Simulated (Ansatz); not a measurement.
Geometry optimisation, DFT PBE, scalar-relativistic, plane waves, PAW (Ansatz).

The input (input.yaml):

```yaml
crystal:
  lattice:
    - [5.7948, 0.0, 0.0]
    - [-2.8974, 5.018444, 0.0]
    - [0.0, 0.0, 19.07425]
  atoms:
    - { symbol: W, position: [0.0, 0.0, 0.0524267] }
    - { symbol: C, position: [0.33333333, 0.16666667, 0.12660262] }
    - { symbol: W, position: [0.0, 0.0, 0.20077854] }
    - { symbol: C, position: [0.33333333, 0.16666667, 0.27495445] }
    - { symbol: W, position: [0.0, 0.0, 0.34913037] }
    - { symbol: C, position: [0.33333333, 0.16666667, 0.42330629] }
    - { symbol: W, position: [0.0, 0.5, 0.0524267] }
    - { symbol: C, position: [0.33333333, 0.66666667, 0.12660262] }
    - { symbol: W, position: [0.0, 0.5, 0.20077854] }
    - { symbol: C, position: [0.33333333, 0.66666667, 0.27495445] }
    - { symbol: W, position: [0.0, 0.5, 0.34913037] }
    - { symbol: C, position: [0.33333333, 0.66666667, 0.42330629] }
    - { symbol: W, position: [0.5, 0.0, 0.0524267] }
    - { symbol: C, position: [0.83333333, 0.16666667, 0.12660262] }
    - { symbol: W, position: [0.5, 0.0, 0.20077854] }
    - { symbol: C, position: [0.83333333, 0.16666667, 0.27495445] }
    - { symbol: W, position: [0.5, 0.0, 0.34913037] }
    - { symbol: C, position: [0.83333333, 0.16666667, 0.42330629] }
    - { symbol: W, position: [0.5, 0.5, 0.0524267] }
    - { symbol: C, position: [0.83333333, 0.66666667, 0.12660262] }
    - { symbol: W, position: [0.5, 0.5, 0.20077854] }
    - { symbol: C, position: [0.83333333, 0.66666667, 0.27495445] }
    - { symbol: W, position: [0.5, 0.5, 0.34913037] }
    - { symbol: C, position: [0.83333333, 0.66666667, 0.42330629] }
    - { symbol: Ge, position: [0.08333333, 0.41666667, 0.49670367] }
    - { symbol: H, position: [0.5, 1.0, 0.45266524] }
    - { symbol: H, position: [0.30250434, 0.63650841, 0.55720408] }
basis:
  ecutwfc: 420.0
kpoints:
  mp_grid: { grid: [3, 3, 1] }
hamiltonian:
  xc: pbe
  pseudopotentials: { kind: paw, azcp: { folder: soft_1 } }
scf:
  occupations: { method: gaussian, width: 0.1 }
  lower_state_search: "off"
relax:
  f_tol: 0.03
  max_steps: 60
  adjacent_minimum: "off"
  constraints: [{ sites: [0, 1, 6, 7, 12, 13, 18, 19] }]
```

Command:

```bash
$ ansatz run input.yaml --threads 4 --pin off --max-ram 10240MiB --backend cpu --events-out ev --progress --plain --runs-dir out
```

Task: Where does it end, and by what steps?

Result: The forces met the threshold. Limits of this set-up: coarse k mesh, thin slab, slab without dipole correction, no dispersion correction for a molecule that may bind weakly, a typed lattice constant that wasn't relaxed here. After 17 steps the energy has fallen by 4.430 eV; H27 moved furthest, 1.42 Å. Joined: C6–Ge25 (2.87 → 2.02 Å), C6–H26 (1.76 → 1.10 Å).

```
step  energy less start (eV)  largest force component (eV/Å)  accepted
   0                  0.0000                           4.467       yes
   1                 -1.9269                           1.067       yes
   2                 -2.2627                           0.662       yes
   3                 -2.4718                           0.495       yes
   4                 -2.6579                           0.734       yes
   5                 -2.8987                           1.211       yes
   6                 -3.2200                           1.489       yes
   7                 -3.5018                           1.236       yes
   8                 -3.5770                           2.447       yes
   9                 -3.8374                           0.467       yes
  10                 -4.0130                           1.232       yes
  11                 -4.2159                           0.819       yes
  12                 -4.3140                           0.407       yes
  13                 -4.3773                           0.351       yes
  14                 -4.4161                           0.154       yes
  15                 -4.4273                           0.177       yes
  16                 -4.4300                           0.039       yes
  17                 -4.4305                           0.023       yes
```

```xyz
27
Lattice="5.7948 0.0000 0.0000 -2.8974 5.0184 0.0000 0.0000 0.0000 19.0742" Properties=species:S:1:pos:R:3
W 0.000 0.000 1.000
C 1.449 0.836 2.415
W -0.001 0.002 3.848
C 1.455 0.833 5.246
W 0.007 -0.023 6.723
C 1.421 0.853 8.126
W -1.449 2.509 1.000
C 0.000 3.346 2.415
W -1.449 2.510 3.846
C 0.007 3.357 5.237
W -1.456 2.514 6.721
C 0.020 3.346 7.966
W 2.897 0.000 1.000
C 4.346 0.836 2.415
W 2.896 0.001 3.853
C 4.339 0.825 5.237
W 2.903 -0.003 6.736
C 4.355 0.819 7.966
W 1.449 2.509 1.000
C 2.897 3.346 2.415
W 1.446 2.509 3.848
C 2.890 3.350 5.218
W 1.472 2.515 6.723
C 2.901 3.343 7.854
Ge -0.130 1.748 9.063
H -0.900 5.538 8.999
H -0.177 1.776 10.613
```

Whether the end is a true minimum wasn't checked by a vibrational analysis.

Time of the run: 3.2 min on 4 threads of Arm Neoverse V2, on a shared host, peak memory 1.7 GiB.
